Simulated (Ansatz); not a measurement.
# BiPt: the cost of one run

Method: DFT r2SCAN, scalar-relativistic, plane waves, PAW, in Ansatz 0.2.0.

### 1 The starting structure

It takes space group P6_3/mmc (No. 194, hexagonal). Conventional cell: a = 4.380 Å, b = 4.380 Å, c = 5.539 Å, α = 90.00°, β = 90.00°, γ = 120.00°. Around Bi (site symmetry -6m2) lie 6 Pt at 2.88 Å. Pt (site symmetry -3m) has 2 Pt at 2.77 Å and 6 Bi at 2.88 Å in its first shell of neighbours.

As a file:

```
CELL_PARAMETERS angstrom
4.38014 0.00000 0.00000
-2.19007 3.79332 0.00000
0.00000 0.00000 5.53869
ATOMIC_POSITIONS crystal
Bi 0.33333 0.66667 0.25000
Bi 0.66667 0.33333 0.75000
Pt 0.00000 0.00000 0.00000
Pt 0.00000 0.00000 0.50000
```

This cell was relaxed beforehand with the same method: volume 23.01 Å³/atom, gap on the mesh none (metal).

### 2 Point at V/V0 = 0.97

The input, input.yaml:

```yaml
crystal:
  lattice:
    - [4.3358973177, 0.0, 0.0]
    - [-2.1679486589, 3.7549972253, 0.0]
    - [0.0, 0.0, 5.4827415808]
  atoms:
    - { symbol: Bi, position: [0.3333333333, 0.6666666667, 0.25] }
    - { symbol: Bi, position: [0.6666666667, 0.3333333333, 0.75] }
    - { symbol: Pt, position: [0.0, 0.0, 0.0] }
    - { symbol: Pt, position: [0.0, 0.0, 0.5] }
basis:
  ecutwfc: 500
kpoints:
  mp_grid: { grid: [12, 12, 8] }
hamiltonian:
  xc: r2scan
scf:
  occupations: { method: gaussian, width: 0.1 }
output:
  forces: true
  stress: true
  eigenvalues: true
relax:
  adjacent_minimum: "off"
  f_tol: 0.01
  max_steps: 30
  cell: { stress_tol: 0.1, fix: [volume] }
```

On the command line:

```
$ ansatz run input.yaml --threads 1 --pin off --max-ram 2560MiB --backend cpu --events-out ev --progress --plain --runs-dir out
```

**Question.** How long does this run take on 1 thread of Arm Neoverse V2, shared host, and how much memory does it need?

About 2.3 min, with a peak of 0.75 GiB.
